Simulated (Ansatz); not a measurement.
**TiN+ (triplet): from Hartree-Fock to the top rungs, def2-QZVPP**

One table from this session's results is given with a row withheld; the runs are named, their logs left out.

Computed with Ansatz 0.2.0, Gaussian basis. Level: def2-QZVPP, core rule «outside noble gas», up to 10 orbitals frozen.

Plan: UHF; ROHF; CCSD(T) on UHF.

2 further runs of the same task are left out: 2 set aside as unsound or not needed.

### The system

The geometry is a PBE0/def2-TZVP stationary point (not a proven minimum) of the parent state, kept for this charge and spin.

2 atoms, charge 1, spin multiplicity 3.

Atoms are counted from 1 here; the program's logs count them from 0.

Bond lengths: Ti1–N2 1.543 Å.

Set-up of the first run:

The input, in.yaml:

```yaml
crystal:
  periodic: [false, false, false]
  atoms:
    - {symbol: Ti, position_ang: [0.000000, 0.000000, 0.000000]}
    - {symbol: N, position_ang: [0.000000, 0.000000, 1.542510]}
basis:
  gaussian: {orbitals: "def2-QZVPP.json"}
total_charge: 1
magnetization: {spin_polarized: true, initial_magnetization: 2}
hamiltonian: {xc: hf}
output: {orbitals: {seedname: orbitals}}
```

Run with:

```
> ansatz run in.yaml --threads 1 --pin off --events-out ev --progress --plain --max-ram 3968MiB --backend cpu
```

Steps of the session up to this table: UHF; ROHF; CCSD(T) on UHF.

One table of the session follows, with a row left open; its other results are not shown here.

```
  method  from UCCSD(T) (kJ/mol)
    ROHF                  +826.7
     UHF                       ?
    UMP2                   +42.7
   UCCSD                   +62.9
UCCSD(T)                       0
```

**Question.** Estimate the row for UHF.

The run gave: from UCCSD(T) (kJ/mol): +797.9. In the column «from UCCSD(T) (kJ/mol)» it lies between UCCSD (+62.9) and ROHF (+826.7).
